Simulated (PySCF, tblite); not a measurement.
# C₈H₅FN radical: geometry, infrared bands and EPR parameters

Wanted: the infrared bands and EPR parameters of C₈H₅FN radical (`N#CC1=[C][C@@H]2C=C(F)[C@H]1C2`), by calculation.

Computed with tblite 0.8.0 and PySCF 2.14.0, with density-fitted response routines of our own, on a single molecule in the gas phase. Atoms count from 0, in the outputs and in this text.

## (1) The molecule as given

15 atoms, charge 0, multiplicity 2; geometry from: force field or distance geometry start.

Bonds of the start (Å): N0–C1 1.17, C1–C2 1.41, C2–C3 1.31, C3–C4 1.50, C4–C5 1.52, C5–C6 1.35, C6–F7 1.34, C6–C8 1.52, C8–C9 1.55, C8–C2 1.53, C9–C4 1.55, C4–H10 1.09, C5–H11 1.08, C8–H12 1.09, C9–H13 1.11, C9–H14 1.10.

## (2) Geometry optimisation with GFN2-xTB

The job: settings as JSON, then the geometry in Å.

```
{"job": {"kind": "relax", "xc": "GFN2-xTB", "basis": "xTB"}, "charge": 0, "multiplicity": 2}
N      2.747700     0.687700    -2.589800
C      1.781200     0.524300    -1.959800
C      0.654600     0.313000    -1.139400
C     -0.229300    -0.623200    -1.383400
C     -0.878300    -1.050300    -0.101800
C     -1.695200     0.139700     0.383600
C     -0.803700     1.112700     0.674300
F     -1.109300     2.333400     1.140500
C      0.593500     0.602300     0.365700
C      0.342900    -0.854300     0.836900
H     -1.352800    -2.029000    -0.056500
H     -2.767100     0.194400     0.468400
H      1.423200     1.120300     0.840000
H      1.188500    -1.526100     0.597900
H      0.099600    -0.937000     1.901500
```

Launch:

```bash
$ OMP_NUM_THREADS=1 python probes_run.py task.json out
```

This one command runs all jobs of the session in turn.

**Question.** This job is followed by: GFN2-xTB harmonic vibrations, gas phase; UKS B3LYP, pcH-1 on C F H N, non-relativistic, mean-field spin-orbit, GIAO. What will the session give for the following? strongest single infrared mode (GFN2-xTB); zero-point energy (GFN2-xTB); g(iso) (B3LYP); ⟨S²⟩; largest a(iso); potential on the surface of density 0.002 e/bohr³, 1st and 99th percentile.

**Answer**, as computed:

| quantity | value |
| --- | --- |
| strongest single infrared mode (GFN2-xTB) | 2358 cm⁻¹, 232 km/mol |
| zero-point energy (GFN2-xTB) | 65.7 kcal/mol |
| g(iso) (B3LYP) | 2.00218 |
| ⟨S²⟩ | 0.767 (exact 0.75) |
| largest a(iso) | 13C on C3, 448.7 MHz |
| potential on the surface of density 0.002 e/bohr³, 1st and 99th percentile | -1.79 V and 1.36 V |

**Reading.** Over 51 steps the energy fell by 0.342 eV; of the close pairs, C2–C8 changed most, 1.534 to 1.560 Å. No mode is imaginary among the 39: a minimum at this level. The strongest single mode, at 2358 cm⁻¹, moves mainly C1 and N0. Unscaled tight-binding wavenumbers are off by several per cent, some by more. Its intensities can rank the bands wrongly. C3 carries the largest spin population, 1.03 e. The isotropic g lies 0.1 ppt below the free-electron value. The conformer search found further structures of the same energy, which may be mirror or relabelled copies of this one.
